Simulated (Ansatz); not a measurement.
# AsBH6O3: basis-set convergence

An exercise on one series of results from a longer session: the logs are not shown, and one member is left open.

The runs use Ansatz 0.2.0, Gaussian basis; one geometry, several basis sets.

Plan: PBE0-D4/def2-SVP; ωB97M-V/def2-SVP; PBE0-D4/def2-QZVPP; ωB97M-V/def2-QZVPP; the functionals' def2-TZVPP values are taken from earlier runs.

**The geometry**

All runs share one geometry, relaxed beforehand with PBE0-D4 in a triple-zeta def2 set.

11 atoms, charge 0, spin multiplicity 1.

Atoms are counted from 1 here; the program's logs count them from 0.

Bond lengths: O1–B2 1.366 Å, O1–H6 0.957 Å, B2–O3 1.363 Å, B2–O4 1.374 Å, O3–H7 0.959 Å, O4–H8 0.957 Å, As5–H9 1.517 Å, As5–H10 1.520 Å, As5–H11 1.524 Å. Angles: B2–O1–H6 115.3°, O1–B2–O3 116.2°, O1–B2–O4 125.6°, O3–B2–O4 118.2°, B2–O3–H7 111.5°, B2–O4–H8 115.9°, H9–As5–H10 92.6°, H9–As5–H11 92.8°, H10–As5–H11 92.2°.

The first run:

Contents of in.yaml:

```yaml
crystal:
  periodic: [false, false, false]
  atoms:
    - {symbol: O, position_ang: [-1.507700, -0.021691, 1.109019]}
    - {symbol: B, position_ang: [-0.481171, -0.902765, 0.916854]}
    - {symbol: O, position_ang: [0.752849, -0.484854, 1.316937]}
    - {symbol: O, position_ang: [-0.596261, -2.158622, 0.370868]}
    - {symbol: As, position_ang: [0.701317, 1.355094, -1.532782]}
    - {symbol: H, position_ang: [-2.363661, -0.318182, 0.801143]}
    - {symbol: H, position_ang: [1.420374, -1.154203, 1.153443]}
    - {symbol: H, position_ang: [-1.473035, -2.408585, 0.079105]}
    - {symbol: H, position_ang: [0.472933, 2.359427, -0.418887]}
    - {symbol: H, position_ang: [2.181567, 1.230541, -1.210872]}
    - {symbol: H, position_ang: [0.957988, 2.446841, -2.564329]}
basis:
  gaussian: {orbitals: def2-SVP}
hamiltonian: {xc: pbe0, dispersion: d4}
output: {orbitals: {seedname: orbitals}}
```

The run is started by

```
ansatz run in.yaml --threads 4 --pin off --events-out ev --progress --plain --max-ram 10444MiB
```

Among the steps run: PBE0-D4 in def2-SVP; ωB97M-V in def2-SVP; PBE0-D4 in def2-QZVPP; ωB97M-V in def2-QZVPP.

One of the session's tables, all rows but one given; the rest of the session is left out.

It belongs to the step «Density functionals: the series». 

| functional | basis | HOMO (eV) | LUMO (eV) |
| --- | --- | --- | --- |
| PBE0-D4 | def2-SVP | -7.44 | 0.78 |
| PBE0-D4 | def2-TZVPP | -7.54 | 0.09 |
| PBE0-D4 | def2-QZVPP | -7.58 | -0.26 |
| ωB97M-V | def2-SVP | ? | ? |
| ωB97M-V | def2-TZVPP | -9.73 | 1.49 |
| ωB97M-V | def2-QZVPP | -9.78 | 0.88 |

Estimate the missing values for ωB97M-V, def2-SVP.

As computed: HOMO (eV): -9.62; LUMO (eV): 2.46. In the column «HOMO (eV)» it lies between ωB97M-V, def2-TZVPP (-9.73) and PBE0-D4, def2-QZVPP (-7.58).
